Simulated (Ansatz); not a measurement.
# C3H8Si: small, medium and large basis sets

An exercise on one series of results from a longer session: the logs are not shown, and one member is left open.

Program: Ansatz 0.2.0, Gaussian basis. Level of theory: one geometry, several basis sets. These are calculated values, not measurements.

Levels to be run: PBE0-D4/def2-SVP; ωB97M-V/def2-SVP; PBE0-D4/def2-QZVPP; ωB97M-V/def2-QZVPP; the functionals' def2-TZVPP values are taken from earlier runs.

## Structure used throughout

The geometry comes from an earlier relaxation with PBE0-D4 in a triple-zeta def2 set; it is a stationary point, not always the lowest conformer.

SMILES `C[SiH]1CC1`, 12 atoms, charge 0, spin multiplicity 1.

Atoms are counted from 1 here; the program's logs count them from 0.

Bond lengths: C1–Si2 1.862 Å, C1–H5 1.092 Å, C1–H6 1.092 Å, C1–H7 1.092 Å, Si2–C3 1.844 Å, Si2–C4 1.844 Å, Si2–H8 1.481 Å, C3–C4 1.551 Å, C3–H9 1.086 Å, C3–H10 1.085 Å, C4–H11 1.086 Å, C4–H12 1.085 Å. Angles: Si2–C1–H5 111.2°, Si2–C1–H6 111.2°, Si2–C1–H7 109.9°, H5–C1–H6 108.1°, H5–C1–H7 108.2°, H6–C1–H7 108.2°, C1–Si2–C3 120.7°, C1–Si2–C4 120.7°, C1–Si2–H8 115.0°, C3–Si2–C4 49.8°, C3–Si2–H8 117.6°, C4–Si2–H8 117.6°, Si2–C3–C4 65.1°, Si2–C3–H9 119.5°, Si2–C3–H10 120.0°, C4–C3–H9 115.9°, C4–C3–H10 116.1°, H9–C3–H10 112.3° and more.

Set-up of the first run:

in.yaml

```yaml
crystal:
  periodic: [false, false, false]
  atoms:
    - {symbol: C, position_ang: [-1.162022, 1.270862, -0.700516]}
    - {symbol: Si, position_ang: [-0.552541, -0.097309, 0.405891]}
    - {symbol: C, position_ang: [1.241225, -0.261149, 0.800994]}
    - {symbol: C, position_ang: [0.694443, -1.313778, -0.198904]}
    - {symbol: H, position_ang: [-2.045845, 0.959838, -1.262050]}
    - {symbol: H, position_ang: [-1.422525, 2.159759, -0.121545]}
    - {symbol: H, position_ang: [-0.382722, 1.545080, -1.414915]}
    - {symbol: H, position_ang: [-1.525410, -0.558683, 1.423127]}
    - {symbol: H, position_ang: [1.946148, 0.457504, 0.393747]}
    - {symbol: H, position_ang: [1.551962, -0.639495, 1.769480]}
    - {symbol: H, position_ang: [1.065904, -1.238471, -1.216523]}
    - {symbol: H, position_ang: [0.668385, -2.339260, 0.155216]}
basis:
  gaussian: {orbitals: def2-SVP}
hamiltonian: {xc: pbe0, dispersion: d4}
output: {orbitals: {seedname: orbitals}}
```

The run is started by

```bash
$ ansatz run in.yaml --threads 2 --pin off --events-out ev --progress --plain --max-ram 4352MiB
```

Steps of the session up to this table: PBE0-D4 in def2-SVP; ωB97M-V in def2-SVP; PBE0-D4 in def2-QZVPP; ωB97M-V in def2-QZVPP.

One table of the session follows, with a row left open; its other results are not shown here.

It belongs to the step «Functionals by basis». 

```
functional       basis  HOMO (eV)  LUMO (eV)
   PBE0-D4    def2-SVP      -6.64       1.40
   PBE0-D4  def2-TZVPP          ?          ?
   PBE0-D4  def2-QZVPP      -6.66       0.65
   ωB97M-V    def2-SVP      -8.82       3.28
   ωB97M-V  def2-TZVPP      -8.84       2.44
   ωB97M-V  def2-QZVPP      -8.84       1.73
```

Q: Estimate the row for PBE0-D4, def2-TZVPP from the others.

**Answer.** HOMO (eV): -6.65; LUMO (eV): 0.87. In the column «HOMO (eV)» it lies between PBE0-D4, def2-QZVPP (-6.66) and PBE0-D4, def2-SVP (-6.64).
